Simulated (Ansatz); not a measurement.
**GeH3NO: rotation by 180° about the N1–Ge2 bond**

Aim: the minimum-energy path and barrier of the rotation by 180° about the N1–Ge2 bond. The ends are relaxed first, then joined by a nudged elastic band. SMILES of the start: [NH2][Ge][OH].

Method: RKS PBE/def2-SVP, in Ansatz 0.2.0.

### 1 The structure to begin with

Bond lengths: N1–Ge2 1.800 Å, Ge2–O3 1.765 Å, N1–H4 1.042 Å, N1–H5 1.075 Å, O3–H6 1.008 Å. Angles: N1–Ge2–O3 108.6°, Ge2–N1–H4 106.3°, Ge2–N1–H5 108.9°, H4–N1–H5 101.0°, Ge2–O3–H6 106.2°.

As a file:

```xyz
6

N    -1.0513   -0.0944   -0.3643
Ge    0.6090   -0.7886   -0.4145
O     1.3936   -0.4827    1.1368
H    -1.4382   -0.1899   -1.3272
H    -0.9789    0.9745   -0.2783
H     1.5078    0.5171    1.2011
```

### 2 Relaxing end A

The input, input.yaml:

```yaml
crystal:
  periodic: [false, false, false]
  atoms:
    - { symbol: "N", position_ang: [-1.0513, -0.0944, -0.3643] }
    - { symbol: Ge, position_ang: [0.609, -0.7886, -0.4145] }
    - { symbol: O, position_ang: [1.3936, -0.4827, 1.1368] }
    - { symbol: H, position_ang: [-1.4382, -0.1899, -1.3272] }
    - { symbol: H, position_ang: [-0.9789, 0.9745, -0.2783] }
    - { symbol: H, position_ang: [1.5078, 0.5171, 1.2011] }
basis:
  gaussian: { orbitals: def2-SVP }
hamiltonian:
  xc: pbe
relax:
  f_tol: 0.015
  max_steps: 40
output:
  orbitals: {}
```

Started as:

```
$ ansatz run input.yaml --threads 1 --pin off --max-ram 2048MiB --backend cpu --events-out ev --progress --plain --runs-dir out
```

Log, cut to the lines that bear on the results:

```text
Warning: RAYON_NUM_THREADS=1 ignored (pool sized by the plan → 1); use --threads N
[...]
Functional definition: PBE
[...]
840 factors; their error is unknown
[...]
mean field -60081.86048687 eV, -2207.9676479447 hartree, gradient 3.4e-5 eV, S^2 0.000000; 0 other end points of the search recorded, 0 dependent functions left out
[...]
reference -60081.86051645 eV, -2207.9676490318 hartree; 25, 25 occupied and 50, 50 virtual orbitals, 840 factors
relax step   1: F+E_penalty+E_count = -60081.86048687 eV  Δ(F+E_penalty+E_count) = +0.000e0 eV  max|allowed force component| = 2.934e0 eV/Å  Δτ_max = 0.0000 Å  (27 SCF iters, accepted)
[...]
relax step   3: F+E_penalty+E_count = -60082.58320925 eV  Δ(F+E_penalty+E_count) = -2.043e-1 eV  max|allowed force component| = 1.410e0 eV/Å  Δτ_max = 0.1947 Å  (33 SCF iters, accepted)
[...]
relax step   5: F+E_penalty+E_count = -60082.67198341 eV  Δ(F+E_penalty+E_count) = +1.603e-2 eV  max|allowed force component| = 3.270e-1 eV/Å  Δτ_max = 0.1968 Å  (33 SCF iters, rejected (line search))
[...]
relax step   7: F+E_penalty+E_count = -60082.71982808 eV  Δ(F+E_penalty+E_count) = -2.829e-3 eV  max|allowed force component| = 1.474e-1 eV/Å  Δτ_max = 0.0309 Å  (28 SCF iters, accepted)
[...]
relax step   9: F+E_penalty+E_count = -60082.72111599 eV  Δ(F+E_penalty+E_count) = -1.288e-3 eV  max|allowed force component| = 3.010e-2 eV/Å  Δτ_max = 0.0180 Å  (28 SCF iters, accepted)
[...]
relax step  10: F+E_penalty+E_count = -60082.72126380 eV  Δ(F+E_penalty+E_count) = -1.478e-4 eV  max|allowed force component| = 7.181e-3 eV/Å  Δτ_max = 0.0053 Å  (30 SCF iters, accepted)
840 factors; their error is unknown
[...]
mean field -60082.72126380 eV, -2207.9992809134 hartree, gradient 1.8e-5 eV, S^2 0.000000; 1 other end points of the search recorded, 0 dependent functions left out
[...]
reference -60082.72129363 eV, -2207.9992820096 hartree; 25, 25 occupied and 50, 50 virtual orbitals, 840 factors
Total energy: -60082.72129363 eV, -2207.9992820096 hartree
Atom 0 at    -0.782553     0.051612    -0.571463 Å, force     0.003092    -0.002361     0.000964 eV/Å
Atom 1 at     0.585870    -1.173155    -0.338032 Å, force    -0.003909     0.007181     0.000926 eV/Å
Atom 2 at     1.531187    -0.315216     0.957124 Å, force    -0.003619    -0.000151    -0.001442 eV/Å
Atom 3 at    -1.530417    -0.110384    -1.252489 Å, force     0.003474     0.000663     0.003361 eV/Å
Atom 4 at    -0.915288     0.942768    -0.080506 Å, force    -0.000176    -0.003526    -0.002475 eV/Å
Atom 5 at     1.153201     0.540374     1.238967 Å, force     0.001138    -0.001806    -0.001334 eV/Å
Dipole moment:    -0.454449     0.384134    -0.092025 e Å
```

Run time: 20 s. Hardware: 1 thread of Arm Neoverse V2, shared host; peak memory 0.13 GiB.

Step by step:

| step | energy from step 1 (eV) | largest force component (eV/Å) |
| --- | --- | --- |
| 1 | 0.0000 | 2.9344 |
| 2 | -0.5184 | 1.4596 |
| 3 | -0.7227 | 1.4098 |
| 4 | -0.8275 | 0.4179 |
| 5x | -0.8115 | 0.3270 |
| 6 | -0.8565 | 0.3079 |
| 7 | -0.8593 | 0.1474 |
| 8x | -0.8582 | 0.1470 |
| 9 | -0.8606 | 0.0301 |
| 10 | -0.8608 | 0.0072 |

Step 1 is the start. 2 steps were tried and not accepted (marked x).

After: Bond lengths: N1–Ge2 1.851 Å, Ge2–O3 1.819 Å, N1–H4 1.024 Å, N1–H5 1.026 Å, O3–H6 0.977 Å. Angles: N1–Ge2–O3 99.3°, Ge2–N1–H4 121.3°, Ge2–N1–H5 127.6°, H4–N1–H5 111.2°, Ge2–O3–H6 114.7°.

### 3 End point B

The second end starts from a geometry with the move made by hand.

The input, input.yaml:

```yaml
crystal:
  periodic: [false, false, false]
  atoms:
    - { symbol: "N", position_ang: [-1.0513, -0.0944, -0.3643] }
    - { symbol: Ge, position_ang: [0.609, -0.7886, -0.4145] }
    - { symbol: O, position_ang: [0.8617, -1.52821, -1.99716] }
    - { symbol: H, position_ang: [-1.4382, -0.1899, -1.3272] }
    - { symbol: H, position_ang: [-0.9789, 0.9745, -0.2783] }
    - { symbol: H, position_ang: [0.22735, -2.31053, -2.04574] }
basis:
  gaussian: { orbitals: def2-SVP }
hamiltonian:
  xc: pbe
relax:
  f_tol: 0.015
  max_steps: 40
```

Started as:

```
$ ansatz run input.yaml --threads 1 --pin off --max-ram 2048MiB --backend cpu --events-out ev --progress --plain --runs-dir out
```

Log, cut to the lines that bear on the results:

```text
Warning: RAYON_NUM_THREADS=1 ignored (pool sized by the plan → 1); use --threads N
[...]
[... 1 set-up line as earlier in the session ...]
[...]
840 factors; their error is unknown
[...]
mean field -60081.87817365 eV, -2207.9682979219 hartree, gradient 4.1e-5 eV, S^2 0.000000; 0 other end points of the search recorded, 0 dependent functions left out
[...]
reference -60081.87820281 eV, -2207.9682989936 hartree; 25, 25 occupied and 50, 50 virtual orbitals, 840 factors
relax step   1: F+E_penalty+E_count = -60081.87817365 eV  Δ(F+E_penalty+E_count) = +0.000e0 eV  max|allowed force component| = 2.566e0 eV/Å  Δτ_max = 0.0000 Å  (27 SCF iters, accepted)
[...]
relax step   3: F+E_penalty+E_count = -60082.51755144 eV  Δ(F+E_penalty+E_count) = -1.746e-1 eV  max|allowed force component| = 1.616e0 eV/Å  Δτ_max = 0.1949 Å  (34 SCF iters, accepted)
[...]
840 factors; their error is unknown
[...]
mean field -60082.72126615 eV, -2207.9992809999 hartree, gradient 1.6e-5 eV, S^2 0.000000; 1 other end points of the search recorded, 0 dependent functions left out
[...]
reference -60082.72129595 eV, -2207.9992820948 hartree; 25, 25 occupied and 50, 50 virtual orbitals, 840 factors
Total energy: -60082.72129595 eV, -2207.9992820948 hartree
Atom 0 at    -0.836233     0.038267    -0.658673 Å, force     0.000985    -0.000010     0.000606 eV/Å
Atom 1 at     0.885463    -0.605046    -0.440360 Å, force    -0.001282     0.001198     0.000383 eV/Å
Atom 2 at     0.878828    -1.903687    -1.712927 Å, force     0.000542    -0.002568    -0.002322 eV/Å
Atom 3 at    -1.546302    -0.286168    -1.324346 Å, force    -0.000104    -0.000291    -0.000687 eV/Å
Atom 4 at    -1.192827     0.806868    -0.083153 Å, force    -0.000171    -0.000232    -0.000112 eV/Å
Atom 5 at     0.040721    -1.987374    -2.207740 Å, force     0.000029     0.001903     0.002133 eV/Å
Dipole moment:    -0.556285     0.224356    -0.054450 e Å
```

Wall time 20 s (1 thread of Arm Neoverse V2, shared host); peak memory 0.25 GiB.

The steps of the relaxation:

| step | energy from step 1 (eV) | largest force component (eV/Å) |
| --- | --- | --- |
| 1 | 0.0000 | 2.5658 |
| 2 | -0.4647 | 2.0670 |
| 3 | -0.6394 | 1.6160 |
| 4 | -0.8062 | 0.7007 |
| 5 | -0.8244 | 0.4528 |
| 6 | -0.8257 | 0.8098 |
| 7 | -0.8383 | 0.0930 |
| 8x | -0.8364 | 0.3184 |
| 9 | -0.8426 | 0.0343 |
| 10 | -0.8431 | 0.0185 |
| 11 | -0.8431 | 0.0026 |

Step 1 is the start. 1 step was tried and not accepted (marked x).

After: Bond lengths: N1–Ge2 1.851 Å, Ge2–O3 1.818 Å, N1–H4 1.026 Å, N1–H5 1.024 Å, O3–H6 0.977 Å. Angles: N1–Ge2–O3 99.3°, Ge2–N1–H4 127.6°, Ge2–N1–H5 121.2°, H4–N1–H5 111.2°, Ge2–O3–H6 114.8°.

### 4 Nudged elastic band

crystal.atoms is end A as relaxed above, and neb.final_atoms is end B, turned to lie on A. With 7 inner images the band has 9 in all.

The input, input.yaml:

```yaml
crystal:
  periodic: [false, false, false]
  atoms:
    - { symbol: "N", position_ang: [-0.782553, 0.051612, -0.571463] }
    - { symbol: Ge, position_ang: [0.58587, -1.173155, -0.338032] }
    - { symbol: O, position_ang: [1.531187, -0.315216, 0.957124] }
    - { symbol: H, position_ang: [-1.530417, -0.110384, -1.252489] }
    - { symbol: H, position_ang: [-0.915288, 0.942768, -0.080506] }
    - { symbol: H, position_ang: [1.153201, 0.540374, 1.238967] }
basis:
  gaussian: { orbitals: def2-SVP }
hamiltonian:
  xc: pbe
neb:
  order_check: false
  images: 7
  f_tol: 0.03
  max_iterations: 60
  initial_path: idpp
  final_atoms:
    - { symbol: "N", position_ang: [-0.78264089, 0.05158846, -0.57156867] }
    - { symbol: Ge, position_ang: [0.58576901, -1.17261446, -0.33805024] }
    - { symbol: O, position_ang: [1.53078053, -0.31535031, 0.95732254] }
    - { symbol: H, position_ang: [-0.9161519, 0.94275811, -0.08109129] }
    - { symbol: H, position_ang: [-1.53014523, -0.11111915, -1.25266598] }
    - { symbol: H, position_ang: [1.15438849, 0.54073635, 1.23965464] }
```

Started as:

```
$ ansatz run input.yaml --threads 1 --pin off --max-ram 2048MiB --backend cpu --events-out ev --progress --plain --runs-dir out
```

Log, cut to the lines that bear on the results:

```text
Warning: RAYON_NUM_THREADS=1 ignored (pool sized by the plan → 1); use --threads N
[...]
[... 1 set-up line as earlier in the session ...]
[...]
840 factors; their error is unknown
[...]
mean field -60082.72125263 eV, -2207.9992805031 hartree, gradient 4.7e-5 eV, S^2 0.000000; 0 other end points of the search recorded, 0 dependent functions left out
[...]
reference -60082.72128247 eV, -2207.9992815995 hartree; 25, 25 occupied and 50, 50 virtual orbitals, 840 factors
840 factors; their error is unknown
[...]
mean field -60082.72125395 eV, -2207.9992805516 hartree, gradient 4.7e-5 eV, S^2 0.000000; 0 other end points of the search recorded, 0 dependent functions left out
[...]
reference -60082.72128379 eV, -2207.9992816481 hartree; 25, 25 occupied and 50, 50 virtual orbitals, 840 factors
NEB end point (image 0): max|allowed force component| = 7.344e-3 eV/Å (the criterion of neb.relax_end_points is 1.000e-2)
[...]
NEB iter   8: max|band force component| = 3.145e-2 eV/Å  barrier→ = 0.4340 eV  barrier← = 0.4340 eV  CI = image 4  Δτ_max = 0.0042 Å  (195 SCF iters)
[...]
NEB iter   9: max|band force component| = 1.350e-2 eV/Å  barrier→ = 0.4340 eV  barrier← = 0.4340 eV  CI = image 4  Δτ_max = 0.0000 Å  (358 SCF iters)
Total energy: -60082.28728762 eV, -2207.9833325828 hartree
Atom 0 at    -0.808376     0.201739    -0.063676 Å, force     0.003389    -0.002556    -0.004940 eV/Å
Atom 1 at     0.453867    -1.208570     0.308535 Å, force     0.004033     0.003763     0.001140 eV/Å
Atom 2 at     1.858821    -0.109983     0.019323 Å, force     0.004668    -0.009664     0.001210 eV/Å
Atom 3 at    -1.440883    -0.054236    -0.839404 Å, force    -0.001806     0.002574     0.000005 eV/Å
Atom 4 at    -1.442895     0.361844     0.735601 Å, force    -0.002726     0.000590     0.002876 eV/Å
Atom 5 at     1.421466     0.745206    -0.206779 Å, force    -0.007558     0.005294    -0.000290 eV/Å
Dipole moment:    -0.496144     0.012209    -0.003640 e Å
this run last wrote the band of iteration 9 to <dir>
```

Run time: 94 s. Hardware: 1 thread of Arm Neoverse V2, shared host; peak memory 0.25 GiB.

### 5 What the band shows

Images 0 and 8 are the ends. Energies count from image 0; the path length is the program's own measure over all atoms.

| image | path (Å) | energy (eV) | dihedral H5–N1–Ge2–O3 (°) | band force (eV/Å) |
| --- | --- | --- | --- | --- |
| 0 | 0.000 | 0.0000 | 0 | - |
| 1 | 0.418 | 0.0478 | -25 | 0.002 |
| 2 | 0.835 | 0.1996 | -60 | 0.009 |
| 3 | 1.253 | 0.3667 | -94 | 0.013 |
| 4* | 1.671 | 0.4340 | -122 | 0.010 |
| 5 | 2.088 | 0.3664 | -145 | 0.007 |
| 6 | 2.505 | 0.1995 | -160 | 0.008 |
| 7 | 2.923 | 0.0479 | -170 | 0.003 |
| 8 | 3.340 | 0.0000 | -180 | - |

The star marks the climbing image.

image, energy (eV) and a bar:
```
        0      0.000 
        1      0.048 ###
        2      0.200 ##############
        3      0.367 #########################
        4      0.434 ##############################
        5      0.366 #########################
        6      0.199 ##############
        7      0.048 ###
        8      0.000
```

The top of the band by iteration:

| iteration | highest image above image 0 (eV) | largest band force (eV/Å) |
| --- | --- | --- |
| 1 | 0.6195 | 0.666 |
| 2 | 0.5869 | 0.512 |
| 3 | 0.5209 | 0.563 |
| 4 | 0.4542 | 0.503 |
| 5 | 0.4373 | 0.245 |
| 6 | 0.4351 | 0.121 |
| 7 | 0.4348 | 0.091 |
| 8 | 0.4340 | 0.031 |
| 9 | 0.4340 | 0.013 |

The band as a trajectory file:

```xyz
6
image=0 dE=0.0000
N    -0.783    0.052   -0.571
Ge    0.586   -1.173   -0.338
O     1.531   -0.315    0.957
H    -1.530   -0.110   -1.252
H    -0.915    0.943   -0.081
H     1.153    0.540    1.239
6
image=1 dE=0.0478
N    -0.819    0.004   -0.479
Ge    0.554   -1.217   -0.224
O     1.610   -0.196    0.850
H    -1.553   -0.171   -1.171
H    -1.082    0.774    0.146
H     1.332    0.741    0.831
6
image=2 dE=0.1996
N    -0.817    0.047   -0.380
Ge    0.502   -1.248   -0.056
O     1.722   -0.099    0.647
H    -1.541   -0.184   -1.067
H    -1.234    0.614    0.368
H     1.409    0.806    0.440
6
image=3 dE=0.3667
N    -0.810    0.133   -0.247
Ge    0.461   -1.244    0.128
O     1.819   -0.069    0.356
H    -1.507   -0.146   -0.951
H    -1.350    0.465    0.566
H     1.428    0.797    0.101
6
image=4 dE=0.4340
N    -0.808    0.202   -0.064
Ge    0.454   -1.209    0.309
O     1.859   -0.110    0.019
H    -1.441   -0.054   -0.839
H    -1.443    0.362    0.736
H     1.421    0.745   -0.207
6
image=5 dE=0.3664
N    -0.811    0.223    0.137
Ge    0.481   -1.143    0.482
O     1.819   -0.218   -0.312
H    -1.358    0.099   -0.728
H    -1.504    0.320    0.892
H     1.415    0.656   -0.517
6
image=6 dE=0.1995
N    -0.810    0.209    0.315
Ge    0.547   -1.046    0.635
O     1.711   -0.378   -0.590
H    -1.261    0.313   -0.603
H    -1.515    0.335    1.048
H     1.370    0.502   -0.852
6
image=7 dE=0.0479
N    -0.793    0.216    0.454
Ge    0.635   -0.935    0.736
O     1.571   -0.558   -0.778
H    -1.133    0.565   -0.449
H    -1.479    0.390    1.194
H     1.240    0.257   -1.204
6
image=8 dE=0.0000
N    -0.783    0.051   -0.572
Ge    0.587   -1.172   -0.338
O     1.531   -0.314    0.958
H    -0.917    0.942   -0.082
H    -1.530   -0.113   -1.253
H     1.154    0.542    1.240
```

### 6 Frequencies at the highest image

The geometry is the highest inner image of the first converged band.

The input, input.yaml:

```yaml
crystal:
  periodic: [false, false, false]
  atoms:
    - { symbol: "N", position_ang: [-0.808376, 0.201739, -0.063676] }
    - { symbol: Ge, position_ang: [0.453867, -1.20857, 0.308535] }
    - { symbol: O, position_ang: [1.858821, -0.109983, 0.019323] }
    - { symbol: H, position_ang: [-1.440883, -0.054236, -0.839404] }
    - { symbol: H, position_ang: [-1.442895, 0.361844, 0.735601] }
    - { symbol: H, position_ang: [1.421466, 0.745206, -0.206779] }
basis:
  gaussian: { orbitals: def2-SVP }
hamiltonian:
  xc: pbe
phonons: {}
```

Started as:

```
$ ansatz run input.yaml --threads 1 --pin off --max-ram 2048MiB --backend cpu --events-out ev --progress --plain --runs-dir out
```

Log, cut to the lines that bear on the results:

```text
Warning: RAYON_NUM_THREADS=1 ignored (pool sized by the plan → 1); use --threads N
[...]
[... 1 set-up line as earlier in the session ...]
[...]
840 factors; their error is unknown
[...]
mean field -60082.28725136 eV, -2207.9833312505 hartree, gradient 4.3e-5 eV, S^2 0.000000; 0 other end points of the search recorded, 0 dependent functions left out
[...]
reference -60082.28728079 eV, -2207.9833323319 hartree; 25, 25 occupied and 50, 50 virtual orbitals, 840 factors
[...]
840 factors; their error is unknown
mean field -60082.28712827 eV, -2207.9833267269 hartree, gradient 9.4e-7 eV, S^2 0.000000; 0 other end points of the search recorded, 0 dependent functions left out
[...]
reference -60082.28715768 eV, -2207.9833278080 hartree; 25, 25 occupied and 50, 50 virtual orbitals, 840 factors
[...]
840 factors; their error is unknown
[...]
reference -60082.28712557 eV, -2207.9833266278 hartree; 25, 25 occupied and 50, 50 virtual orbitals, 840 factors
[...]
840 factors; their error is unknown
mean field -60082.28714531 eV, -2207.9833273533 hartree, gradient 1.0e-6 eV, S^2 0.000000; 0 other end points of the search recorded, 0 dependent functions left out
[...]
reference -60082.28717474 eV, -2207.9833284346 hartree; 25, 25 occupied and 50, 50 virtual orbitals, 840 factors
[...]
840 factors; their error is unknown
mean field -60082.28724079 eV, -2207.9833308619 hartree, gradient 1.8e-6 eV, S^2 0.000000; 0 other end points of the search recorded, 0 dependent functions left out
[...]
reference -60082.28727021 eV, -2207.9833319433 hartree; 25, 25 occupied and 50, 50 virtual orbitals, 840 factors
[...]
840 factors; their error is unknown
mean field -60082.28723468 eV, -2207.9833306376 hartree, gradient 1.7e-6 eV, S^2 0.000000; 0 other end points of the search recorded, 0 dependent functions left out
[...]
```

### 7 The output, continued: vibrations at the highest image of the band

Output, continued, cut to the lines that bear on the results:

```text
reference -60082.28726411 eV, -2207.9833317190 hartree; 25, 25 occupied and 50, 50 virtual orbitals, 840 factors
[...]
840 factors; their error is unknown
[...]
mean field -60082.28719416 eV, -2207.9833291486 hartree, gradient 2.8e-6 eV, S^2 0.000000; 0 other end points of the search recorded, 0 dependent functions left out
[...]
reference -60082.28722359 eV, -2207.9833302301 hartree; 25, 25 occupied and 50, 50 virtual orbitals, 840 factors
[...]
840 factors; their error is unknown
mean field -60082.28720343 eV, -2207.9833294890 hartree, gradient 1.7e-6 eV, S^2 0.000000; 0 other end points of the search recorded, 0 dependent functions left out
[...]
reference -60082.28723285 eV, -2207.9833305703 hartree; 25, 25 occupied and 50, 50 virtual orbitals, 840 factors
[...]
840 factors; their error is unknown
[...]
reference -60082.28726925 eV, -2207.9833319079 hartree; 25, 25 occupied and 50, 50 virtual orbitals, 840 factors
WARN: phonons: modes at or below zero, which the zero-point energy, F, S and C_V leave out: 1, the lowest at -336.78 cm⁻¹. A minimum has none, and a first-order saddle one
Total energy: -60082.28728079 eV, -2207.9833323319 hartree
Atom 0 at    -0.808376     0.201739    -0.063676 Å, force     0.003430    -0.002855    -0.004907 eV/Å
Atom 1 at     0.453867    -1.208570     0.308535 Å, force     0.004029     0.003847     0.001072 eV/Å
Atom 2 at     1.858821    -0.109983     0.019323 Å, force     0.004783    -0.009661     0.001242 eV/Å
Atom 3 at    -1.440883    -0.054236    -0.839404 Å, force    -0.001827     0.002657     0.000005 eV/Å
Atom 4 at    -1.442895     0.361844     0.735601 Å, force    -0.002816     0.000731     0.002892 eV/Å
Atom 5 at     1.421466     0.745206    -0.206779 Å, force    -0.007599     0.005281    -0.000304 eV/Å
Dipole moment:    -0.496145     0.012208    -0.003640 e Å
Vibrations: -336.78 222.02 555.66 601.85 636.83 666.97 720.63 878.34 1485.72 3370.52 3453.66 3554.38 cm⁻¹, zero-point energy 1.000961 eV
```

Run time: 35 s. Hardware: 1 thread of Arm Neoverse V2, shared host; peak memory 0.25 GiB.

Of 12 modes, 1 is imaginary by more than 30 cm⁻¹ (337i cm⁻¹).

### 8 Results

```
                    quantity                    value
                       end A  7 moves, 0.861 eV lower
                       end B  9 moves, 0.843 eV lower
            barrier forwards                 0.434 eV
           barrier backwards                 0.434 eV
second end relative to first                 0.000 eV
               highest image    4 of 0 to 8, climbing
             band iterations                        9
  imaginary modes at the top                337i cm⁻¹
```

**Reading.** The top lies 0.43 eV above the first end, or 17 kT at room temperature; with a typical attempt rate of 10^13 per second that is roughly 10^6 events a second. The two ends lie within 1 meV of each other. The listed dihedral goes from 0° at end A through -122° at the highest image to -180° at end B. One imaginary mode, as a first-order saddle point has. Zero-point energy and entropy are left out.
